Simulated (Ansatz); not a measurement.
**C₇H₁₄: how energies converge with the basis set**

How large a basis does C₇H₁₄ need? Two functionals are run in growing sets.

Computed with Ansatz 0.2.0, Gaussian basis. Level: one geometry, several basis sets.

The runs, in order: PBE0-D4/def2-SVP; ωB97M-V/def2-SVP; PBE0-D4/def2-QZVPP; ωB97M-V/def2-QZVPP; the functionals' def2-TZVPP values are taken from earlier runs.

## Step 1: Structure used throughout

An earlier PBE0-D4 in a triple-zeta def2 set relaxation fixed the geometry.

SMILES `C/C=C/CCCC`, 21 atoms, charge 0, spin multiplicity 1.

Atoms are counted from 1 here; the program's logs count them from 0.

Bond lengths: C1–C2 1.490 Å, C1–H8 1.095 Å, C1–H9 1.092 Å, C1–H10 1.095 Å, C2–C3 1.327 Å, C2–H11 1.090 Å, C3–C4 1.492 Å, C3–H12 1.091 Å, C4–C5 1.528 Å, C4–H13 1.097 Å, C4–H14 1.096 Å, C5–C6 1.519 Å, C5–H15 1.096 Å, C5–H16 1.097 Å, C6–C7 1.518 Å, C6–H17 1.097 Å, C6–H18 1.095 Å, C7–H19 1.094 Å and more. Angles: C2–C1–H8 111.3°, C2–C1–H9 111.4°, C2–C1–H10 111.2°, H8–C1–H9 108.1°, H8–C1–H10 106.5°, H9–C1–H10 108.2°, C1–C2–C3 125.2°, C1–C2–H11 116.5°, C3–C2–H11 118.3°, C2–C3–C4 125.5°, C2–C3–H12 118.5°, C4–C3–H12 116.0°, C3–C4–C5 113.2°, C3–C4–H13 109.1°, C3–C4–H14 109.5°, C5–C4–H13 108.5°, C5–C4–H14 109.7°, H13–C4–H14 106.6° and more.

## Step 2: PBE0-D4 in def2-SVP

Input file in.yaml:

```yaml
crystal:
  periodic: [false, false, false]
  atoms:
    - {symbol: C, position_ang: [-0.055106, -2.745895, -1.978676]}
    - {symbol: C, position_ang: [0.321561, -2.046567, -0.718049]}
    - {symbol: C, position_ang: [-0.508364, -1.347720, 0.046536]}
    - {symbol: C, position_ang: [-0.137260, -0.642869, 1.308517]}
    - {symbol: C, position_ang: [-0.394681, 0.862461, 1.255449]}
    - {symbol: C, position_ang: [0.471097, 1.592610, 0.242639]}
    - {symbol: C, position_ang: [0.198162, 3.085700, 0.201519]}
    - {symbol: H, position_ang: [0.144986, -3.820234, -1.911839]}
    - {symbol: H, position_ang: [-1.114409, -2.611704, -2.207060]}
    - {symbol: H, position_ang: [0.526785, -2.372510, -2.827614]}
    - {symbol: H, position_ang: [1.364287, -2.126304, -0.411473]}
    - {symbol: H, position_ang: [-1.552002, -1.261735, -0.260316]}
    - {symbol: H, position_ang: [-0.714233, -1.066229, 2.139870]}
    - {symbol: H, position_ang: [0.918631, -0.828592, 1.534414]}
    - {symbol: H, position_ang: [-0.226871, 1.289030, 2.251012]}
    - {symbol: H, position_ang: [-1.452555, 1.039997, 1.023966]}
    - {symbol: H, position_ang: [1.526647, 1.415689, 0.481871]}
    - {symbol: H, position_ang: [0.312461, 1.156925, -0.749165]}
    - {symbol: H, position_ang: [-0.842769, 3.288008, -0.066950]}
    - {symbol: H, position_ang: [0.832795, 3.591002, -0.530216]}
    - {symbol: H, position_ang: [0.380851, 3.548915, 1.175554]}
basis:
  gaussian: {orbitals: def2-SVP}
hamiltonian: {xc: pbe0, dispersion: d4}
output: {orbitals: {seedname: orbitals}}
```

Run with:

```
ansatz run in.yaml --threads 2 --pin off --events-out ev --progress --plain --max-ram 32768MiB --backend cpu
```

The runs that follow: ωB97M-V in def2-SVP; PBE0-D4 in def2-QZVPP; ωB97M-V in def2-QZVPP.

Q: Predict the results of all the runs planned. Wanted: PBE0-D4: double and triple zeta above quadruple; ωB97M-V: double and triple zeta above quadruple.

As calculated:

| quantity | value |
| --- | --- |
| PBE0-D4: double and triple zeta above quadruple | 8.44, 0.42 eV |
| ωB97M-V: double and triple zeta above quadruple | 8.95, 0.41 eV |

In words: For PBE0-D4 the step from double to triple zeta gains 8.02 eV and the next only 0.42 eV. These are total energies; as a rule much of such shifts cancels in differences, which this series doesn't test. The LUMO of ωB97M-V is positive and keeps falling with the basis (2.97 to 2.01 eV): an unbound level that the basis holds in place.
